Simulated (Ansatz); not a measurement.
# BCl₂GeH₃: a ladder of functionals and wavefunction methods

One table from this session's results is given with a row withheld; the runs are named, their logs left out.

Program: Ansatz 0.2.0, Gaussian basis. Level of theory: functionals in def2-TZVPP, the program's frozen cores in correlated methods. These are calculated values, not measurements.

Plan: LDA (SPW92), PBE-D4, revPBE-D4, BLYP-D4, r2SCAN-D4, B97M-V, PBE0-D4, B3LYP-D4, r2SCANh-D4, r2SCAN0-D4, HSE06-D4, BHLYP-D4, CAM-B3LYP-D4, LC-ωPBE, ωB97X-V, ωB97M-V, B2PLYP, PBE-QIDH; CCSD(T)/def2-SVP; CCSD(T)/def2-TZVPP; CCSD(T)/def2-QZVPP; extrapolation to the limit; RPA on PBE.

## The geometry

An earlier PBE0-D4 in a triple-zeta def2 set relaxation fixed the geometry.

7 atoms, charge 0, spin multiplicity 1.

Atoms are counted from 1 here; the program's logs count them from 0.

Bond lengths: Cl1–B2 1.741 Å, B2–Cl3 1.743 Å, B2–Ge4 2.068 Å, Ge4–H5 1.538 Å, Ge4–H6 1.538 Å, Ge4–H7 1.535 Å. Angles: Cl1–B2–Cl3 118.5°, Cl1–B2–Ge4 121.7°, Cl3–B2–Ge4 119.8°, B2–Ge4–H5 109.4°, B2–Ge4–H6 109.3°, B2–Ge4–H7 111.8°, H5–Ge4–H6 107.9°, H5–Ge4–H7 109.2°, H6–Ge4–H7 109.2°.

Coordinates:

```mol
BCl2GeH3
  3D, bonds by distance, orders not assigned

  7  6  0  0  0  0  0  0  0  0999 V2000
    1.7495   -1.4282    1.2087 Cl  0  0
    0.2064   -1.0219    0.5115 B   0  0
   -1.0824   -2.1918    0.6047 Cl  0  0
   -0.1231    0.7985   -0.4122 Ge  0  0
   -0.5562    0.5606   -1.8683 H   0  0
   -1.2661    1.5343    0.3067 H   0  0
    1.1333    1.6805   -0.3967 H   0  0
  1  2  8  0
  2  3  8  0
  2  4  8  0
  4  5  8  0
  4  6  8  0
  4  7  8  0
M  END
```

The first run:

File in.yaml:

```yaml
crystal:
  periodic: [false, false, false]
  atoms:
    - {symbol: Cl, position_ang: [1.749483, -1.428176, 1.208661]}
    - {symbol: B, position_ang: [0.206434, -1.021888, 0.511498]}
    - {symbol: Cl, position_ang: [-1.082439, -2.191765, 0.604683]}
    - {symbol: Ge, position_ang: [-0.123133, 0.798523, -0.412224]}
    - {symbol: H, position_ang: [-0.556201, 0.560552, -1.868343]}
    - {symbol: H, position_ang: [-1.266108, 1.534322, 0.306687]}
    - {symbol: H, position_ang: [1.133265, 1.680531, -0.396661]}
basis:
  gaussian: {orbitals: def2-TZVPP}
hamiltonian: {xc: lda}
output: {orbitals: {seedname: orbitals}}
```

Run with:

```console
$ ansatz run in.yaml --threads 2 --pin off --events-out ev --progress --plain --max-ram 32768MiB --backend cpu
```

Among the steps run: LDA; PBE-D4 (GGA); revPBE-D4 (GGA); BLYP-D4 (GGA); r2SCAN-D4 (meta-GGA); B97M-V (meta-GGA); B3LYP-D4 (hybrid); r2SCANh-D4 (hybrid); r2SCAN0-D4 (hybrid); HSE06-D4 (hybrid); BHLYP-D4 (hybrid); CAM-B3LYP-D4 (range-separated); LC-ωPBE (range-separated); ωB97X-V (range-separated); ωB97M-V (range-separated); B2PLYP (double hybrid); PBE-QIDH (double hybrid).

One table of the session follows, with a row left open; its other results are not shown here.

| functional | HOMO (eV) | LUMO (eV) | gap (eV) |
| --- | --- | --- | --- |
| LDA (SPW92) | -7.18 | -3.22 | 3.96 |
| PBE-D4 | ? | ? | ? |
| revPBE-D4 | -7.00 | -2.91 | 4.09 |
| BLYP-D4 | -6.92 | -2.81 | 4.11 |
| r2SCAN-D4 | -7.35 | -2.78 | 4.57 |
| B97M-V | -7.45 | -2.75 | 4.70 |
| PBE0-D4 | -8.28 | -2.11 | 6.17 |
| B3LYP-D4 | -8.07 | -2.27 | 5.80 |
| r2SCANh-D4 | -7.80 | -2.47 | 5.33 |
| r2SCAN0-D4 | -8.47 | -1.99 | 6.49 |
| HSE06-D4 | -7.89 | -2.50 | 5.39 |
| BHLYP-D4 | -9.41 | -1.04 | 8.38 |
| CAM-B3LYP-D4 | -9.60 | -0.94 | 8.66 |
| LC-ωPBE | -10.93 | 0.14 | 11.07 |
| ωB97X-V | -10.59 | 0.09 | 10.68 |
| ωB97M-V | -10.39 | -0.04 | 10.34 |

Estimate the missing values for PBE-D4.

**Answer.** HOMO (eV): -7.06; LUMO (eV): -3.00; gap (eV): 4.05. In the column «HOMO (eV)» it lies between LDA (SPW92) (-7.18) and revPBE-D4 (-7.00).
